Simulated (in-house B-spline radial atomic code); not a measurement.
# Sn³⁺ in a hard spherical wall

Aim: energy and levels of Sn³⁺ squeezed by an impenetrable sphere of shrinking radius. More than one configuration is followed.

Program: in-house B-spline radial atomic code version 1. Level of theory: non-relativistic Hartree-Fock, average of configuration, point nucleus, basis-set limit. These are calculated values, not measurements, unless marked.

## (1) Starting point

| Item | Value |
| --- | --- |
| element | tin (Z = 50) |
| charge | +3 |
| electrons | 47 |
| configuration | [Kr] 4d10 5s1 |
| Hamiltonian | non-relativistic |
| nucleus | point |

The outer shells:

[Kr] 4d10 5s1
```
[Kr] core
4d [↑↓][↑↓][↑↓][↑↓][↑↓]
5s [↑ ]
```

The boxes only draw the lowest term's filling; these runs average over all states of the configuration.

Settings, as recorded:

```ini
Z = 50
electrons = 47.0
configuration = [Kr] 4d10 5s1
hamiltonian = nr
method = hf
spin_polarised = False
```

From the earlier run of the reference: total energy -6021.169295 hartree. Levels, eight at most:

```csv
orbital,occupation,energy (eV),<r> (bohr)
2p,6,-4015.26,0.1122
3s,2,-888.80,0.3505
3p,6,-769.37,0.3421
3d,10,-550.48,0.3136
4s,2,-178.73,0.8509
4p,6,-136.79,0.9010
4d,10,-65.951,1.067
5s,1,-37.954,2.255
```

## (2) Wall at 6.56 bohr, configuration [Kr] 4d10 5s1

Settings, as recorded:

```ini
Z = 50
electrons = 47.0
configuration = [Kr] 4d10 5s1
hamiltonian = nr
method = hf
spin_polarised = False
wall_radius = 6.56
```

## (3) Wall at 3.52 bohr, configuration [Kr] 4d10 5s1

Settings: those of step 2 with these lines changed.

```diff
@@ -6,2 +6,2 @@
 spin_polarised = False
-wall_radius = 6.56
+wall_radius = 3.52
```

## (4) Wall at 2.21 bohr, configuration [Kr] 4d10 5s1

Settings: those of step 3 with these lines changed.

```diff
@@ -6,2 +6,2 @@
 spin_polarised = False
-wall_radius = 3.52
+wall_radius = 2.21
```

## (5) Wall at 6.56 bohr, configuration [Kr] 4d9 4f1 5s1

Settings, as recorded:

```ini
Z = 50
electrons = 47.0
configuration = [Kr] 4d9 4f1 5s1
hamiltonian = nr
method = hf
spin_polarised = False
wall_radius = 6.56
```

## (6) Wall at 3.52 bohr, configuration [Kr] 4d9 4f1 5s1

Settings: those of step 5 with these lines changed.

```diff
@@ -6,2 +6,2 @@
 spin_polarised = False
-wall_radius = 6.56
+wall_radius = 3.52
```

## (7) Wall at 2.21 bohr, configuration [Kr] 4d9 4f1 5s1

Settings: those of step 6 with these lines changed.

```diff
@@ -6,2 +6,2 @@
 spin_polarised = False
-wall_radius = 3.52
+wall_radius = 2.21
```

## (8) Wall at 6.56 bohr, configuration [Kr] 4d9 5s1 5f1

Settings, as recorded:

```ini
Z = 50
electrons = 47.0
configuration = [Kr] 4d9 5s1 5f1
hamiltonian = nr
method = hf
spin_polarised = False
wall_radius = 6.56
```

## (9) Wall at 3.52 bohr, configuration [Kr] 4d9 5s1 5f1

Settings: those of step 8 with these lines changed.

```diff
@@ -6,2 +6,2 @@
 spin_polarised = False
-wall_radius = 6.56
+wall_radius = 3.52
```

## (10) Wall at 2.21 bohr, configuration [Kr] 4d9 5s1 5f1

Settings: those of step 9 with these lines changed.

```diff
@@ -6,2 +6,2 @@
 spin_polarised = False
-wall_radius = 3.52
+wall_radius = 2.21
```

What do the energy and the highest level do as the wall closes in, and which configuration is lower at each radius?

As calculated:

| configuration | radius (bohr) | energy above the free system (eV) | pressure (GPa) | highest level (eV) |
| --- | --- | --- | --- | --- |
| [Kr] 4d10 5s1 | 6.56 | 0.0041 | 0.0206 | -37.951 (5s) |
| [Kr] 4d10 5s1 | 3.52 | 3.690 | 53.2 | -34.585 (5s) |
| [Kr] 4d10 5s1 | 2.21 | 76.663 | 3669 | 9.036 (5s) |
| [Kr] 4d9 4f1 5s1 | 6.56 | 49.528 | 1.13 | -14.286 (4f) |
| [Kr] 4d9 4f1 5s1 | 3.52 | 60.160 | 93.9 | -6.403 (4f) |
| [Kr] 4d9 4f1 5s1 | 2.21 | 146.52 | 3960 | 18.920 (4f) |
| [Kr] 4d9 5s1 5f1 | 6.56 | 59.902 | 6.52 | -3.989 (5f) |
| [Kr] 4d9 5s1 5f1 | 3.52 | 94.062 | 236 | 27.277 (5f) |
| [Kr] 4d9 5s1 5f1 | 2.21 | 242.56 | 5706 | 114.76 (5f) |

For [Kr] 4d10 5s1 the energy above the free reference is 0.0041 eV at 6.56 bohr and 76.663 eV at 2.21 bohr, where the electrons press on it with 3669 GPa. Its highest level passes zero between 3.52 and 2.21 bohr; in smaller spheres the level is positive, pushed up by confinement, and the wall keeps the electron in. Of [Kr] 4d10 5s1 and [Kr] 4d9 4f1 5s1, the first stays lower at every radius that both share. At 2.21 bohr the lowest of all 3 is [Kr] 4d10 5s1. A hard wall is a crude model of an atom's surroundings.
